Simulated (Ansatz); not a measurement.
# LaZn2Re2: the cost of one run

Program: Ansatz 0.2.0. Level of theory: reference: DFT PBE, plane waves, PAW, scalar-relativistic, no spin polarisation. These are calculated values, not measurements.

### 1 The starting structure

The structure is tetragonal, space group I4/mmm (No. 139). The conventional cell has a = 4.291 Å, b = 4.291 Å, c = 11.011 Å, α = 90.00°, β = 90.00°, γ = 90.00°. Around Re (site symmetry -4m2) lie 4 Zn at 2.57 Å. La (site symmetry 4/mmm) has 8 Zn at 3.32 Å and 8 Re at 3.49 Å as nearest neighbours. Zn (site symmetry 4mm) is surrounded by 4 Re at 2.57 Å and 1 Zn at 2.69 Å.

Coordinates:

```
Re La Zn
1.0
     0.00000    4.29055    0.00000
     4.29055    0.00000    0.00000
     2.14527    2.14527   -5.50564
Re La Zn
2 1 2
Direct
  0.75000 0.25000 0.50000
  0.25000 0.75000 0.50000
  0.00000 0.00000 0.00000
  0.37800 0.37800 0.24400
  0.62200 0.62200 0.75600
```

### 2 The reference run

Input file input.yaml:

```yaml
crystal:
  lattice:
    - [0.0, 4.290549, 0.0]
    - [4.290549, 0.0, 0.0]
    - [2.145275, 2.145275, -5.505638]
  atoms:
    - { symbol: Re, position: [0.75, 0.25, 0.5] }
    - { symbol: Re, position: [0.25, 0.75, 0.5] }
    - { symbol: La, position: [0.0, 0.0, 0.0] }
    - { symbol: Zn, position: [0.378, 0.378, 0.244] }
    - { symbol: Zn, position: [0.622, 0.622, 0.756] }
  symmetry: { tolerance: 0.0003 }
kpoints:
  mp_grid: { grid: [5, 5, 5], shift: [0, 0, 0] }
magnetization:
  spin_polarized: false
scf:
  occupations: { method: fermi_dirac }
hamiltonian:
  pseudopotentials: { kind: paw }
  xc: pbe
basis:
  ecutwfc: 420
output:
  forces: true
  stress: true
  eigenvalues: true
  write_density: true
  write_potential: true
  elf: true
  volumetric_format: npy
relax:
  max_steps: 40
  cell: {}
```

Started as:

```bash
ansatz run input.yaml --threads 1 --pin off --max-ram 2560MiB --backend cpu --events-out ev --progress --plain --runs-dir out
```

What time and memory should one allow on 1 thread of AMD EPYC 7R43 (Zen 3), shared host?

About 76 s, with a peak of 0.49 GiB.
